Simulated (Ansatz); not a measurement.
# GePNH+ (triplet): from Hartree-Fock to the top rungs, cc-pVDZ

The task here is to estimate one member of a computed series from the others.

The runs use Ansatz 0.2.0, Gaussian basis; cc-pVDZ, core rule «outside noble gas», up to 20 orbitals frozen.

To be run: UHF; CCSD(T) on ROHF; CCSD(T) on UHF; BCCD(T) on ROHF; CISD; CCSDT(Q) on ROHF; CCSDT(Q) on UHF.

31 further runs of the same task are left out: 7 for a known fault of the program, 8 that didn't finish, 16 set aside as unsound or not needed.

### The system

The geometry is a PBE0/def2-TZVP stationary point (not a proven minimum) of the parent state, kept for this charge and spin. No spin-orbit coupling is included. The filled d shell of Ge may be among the frozen orbitals whatever the setting's name suggests; the logs give the count.

4 atoms, charge 1, spin multiplicity 3.

Atoms are counted from 1 here; the program's logs count them from 0.

Bond lengths: Ge1–P2 2.340 Å, P2–N3 1.544 Å, N3–H4 1.008 Å. Angles: Ge1–P2–N3 112.6°, P2–N3–H4 134.4°.

Geometry (Å):

```xyz
4
GeHNP
Ge    0.0000   -0.0882    1.0033
P     0.0000    0.5381   -1.2515
N     0.0000   -0.6763   -2.2051
H     0.0000   -0.7857   -3.2075
```

The first run:

in.yaml reads:

```yaml
crystal:
  periodic: [false, false, false]
  atoms:
    - {symbol: Ge, position_ang: [0.000000, -0.088165, 1.003333]}
    - {symbol: P, position_ang: [0.000000, 0.538146, -1.251469]}
    - {symbol: N, position_ang: [0.000000, -0.676259, -2.205119]}
    - {symbol: H, position_ang: [0.000000, -0.785688, -3.207505]}
basis:
  gaussian: {orbitals: cc-pVDZ}
total_charge: 1
magnetization: {spin_polarized: true, initial_magnetization: 2}
hamiltonian: {xc: hf}
output: {orbitals: {seedname: orbitals}}
```

On the command line:

```console
$ ansatz run in.yaml --threads 1 --pin off --events-out ev --progress --plain --max-ram 2393MiB
```

Among the steps run: UHF; CCSD(T) on ROHF; CCSD(T) on UHF; BCCD(T) on ROHF; CISD; CCSDT(Q) on ROHF; CCSDT(Q) on UHF.

One table of the session follows, with a row left open; its other results are not shown here.

It belongs to the step «Misses and costs». 

| method | from RCCSDT(Q) (kcal/mol) |
| --- | --- |
| ROHF | +240.43 |
| UHF | +227.48 |
| RMP2 | ? |
| UMP2 | +41.64 |
| CISD | +39.77 |
| RCCSD | +13.34 |
| UCCSD | +12.57 |
| RCCSD(T) | +2.20 |
| UCCSD(T) | +2.78 |
| BCCD(T) | +2.30 |
| RCCSDT | +1.39 |
| UCCSDT | +1.23 |
| RCCSDT(Q) | 0 |
| UCCSDT(Q) | -0.16 |

Q: Estimate the row for RMP2 from the others.

As computed: from RCCSDT(Q) (kcal/mol): +27.41. In the column «from RCCSDT(Q) (kcal/mol)» it lies between RCCSD (+13.34) and CISD (+39.77).

To keep in mind: Restricted and unrestricted rows rest on different reference determinants; where their highest levels disagree by more than a few hundredths of an eV, they describe different states and don't form one ladder.
